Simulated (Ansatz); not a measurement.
Working through a ladder of methods at one geometry of CH4BrSi, SMILES C[SiH]Br

With the Ansatz DFT code, driven from Python.

The cells in order, each with its output:

In [1]:
```python
from pathlib import Path

import ansatz as az
import numpy as np

params = {
    "basis": "def2-SVP",
}
```

In [2]:
```python
ch4brsi = (
    az.Crystal.molecule()
    .atom("C", (-0.6039, 0.3772, -0.318))
    .atom("Si", (1.0085, -0.3455, -0.1195))
    .atom("Br", (0.7372, -2.3632, 0.7414))
    .atom("H", (-0.4976, 1.4379, -0.7589))
    .atom("H", (-1.174, 0.503, 0.6096))
    .atom("H", (-1.2823, -0.1547, -1.002))
    .atom("H", (1.8735, 0.4773, 0.8018))
)
```

In [3]:
```python
model = ch4brsi.calculation()
model = model.basis(gaussian=params["basis"])
model = model.spin("collinear", total=1)

print("functional    E (Ha)        dipole (D)   HOMO (eV)  LUMO (eV)")
for name in ["blyp", "b3lyp", "pbe", "cam_b3lyp", "hf", "lda"]:
    data = model.functional(name).forces().orbitals().run(threads=1, backend="cpu", runs_dir="runs").report
    lines = Path(data["orbitals_path"]).read_text().splitlines()
    field_of = lambda key: [line.split("=")[1].strip() for line in lines if line.startswith(key)]
    orbitals = [(27.211386 * float(e), s, float(n)) for e, s, n in zip(field_of("Ene="), field_of("Spin="), field_of("Occup="))]
    homo = max(e for e, _, n in orbitals if n > 0.5)
    lumo = min(e for e, _, n in orbitals if n < 0.5)
    dipole = 4.803205 * np.linalg.norm(data["charge_distribution"]["dipole_moment_e_ang"])
    print(f"{name:10s} {data['free_energy_ev'] / 27.211386246:14.6f} {dipole:9.3f} {homo:11.3f} {lumo:10.3f}")
```
```text
functional    E (Ha)        dipole (D)   HOMO (eV)  LUMO (eV)
blyp         -2903.710883     1.777      -4.605     -3.228
b3lyp        -2903.773246     1.908      -5.711     -2.739
pbe          -2903.127596     1.884      -4.848     -3.233
cam_b3lyp    -2903.825111     1.993      -7.199     -1.458
hf           -2901.120575     2.212      -8.934      1.369
lda          -2898.604159     1.958      -4.774     -3.616
```

Notes:
- Total energies depend on the basis set; only differences at equal settings carry meaning.
- The geometry is a force-field or estimated start, not a minimum of this method, and the basis set is short of its limit. A lower total doesn't mark the better method: functionals have no common bound, and MP2 and coupled cluster aren't variational.
- The run takes the species as open-shell (spin multiplicity 2), which needn't be its ground state.
- b3lyp holds the VWN-RPA fit, as in Gaussian; the form of ORCA and Turbomole is b3lyp5.
- Levels such as HOMO and LUMO are orbital energies: with these approximate functionals they aren't the ionisation energy and electron affinity, and their gap isn't the fundamental gap.
- Timing: 25 s on 1 thread of Arm Neoverse V1 (shared host), peak memory 0.33 GiB.
